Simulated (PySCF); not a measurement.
# C3H6BNO2: the cost of one run

Computed with PySCF 2.14.0, with density-fitted response routines of our own, on a single molecule in the gas phase. Atoms are numbered from 0 throughout.

### 1 The molecule as given

13 atoms, charge 0, multiplicity 1; geometry from: GFN2-xTB. The atoms were then displaced at random by about 0.01 Å, so the start is not that level's minimum.

Bonds of the start (Å): N0–B1 1.65, B1–C2 1.53, C2–C3 1.26, C3–C4 1.39, C4–O5 1.21, C4–O6 1.35, N0–H7 1.02, N0–H8 0.98, N0–H9 1.04, B1–H10 1.18, B1–H11 1.19, O6–H12 0.93.

### 2 Optimising the geometry at PBE0-D3(BJ)/def2-SVP

What the job is given:

```
{"job": {"xc": "PBE0", "basis": "def2-SVP", "d3": "d3bj", "grid": 1, "shake": 0.01, "kind": "geom"}, "charge": 0, "multiplicity": 1}
N     -2.277090    -0.245250     0.284290
B     -1.364890     0.532730    -0.853820
C      0.069620     0.254110    -0.394630
C      1.242180     0.017470     0.002810
C      2.485510    -0.324370     0.526260
O      2.663940    -0.979740     1.529410
O      3.517210     0.185640    -0.185610
H     -2.086050     0.198630     1.181190
H     -2.046630    -1.197190     0.315770
H     -3.282220    -0.114660     0.060110
H     -1.610140     0.021840    -1.887800
H     -1.625960     1.694120    -0.799510
H      4.320320    -0.060210     0.211200
```

Command:

```bash
$ OMP_NUM_THREADS=1 python probes_run.py task.json out
```

One launch serves the whole session: the jobs run in the order shown.

**Question.** How long does this first job take on 1 thread of Arm Neoverse V1, shared host, and how much memory does it need?

About 74 s, with a peak of 0.52 GiB.
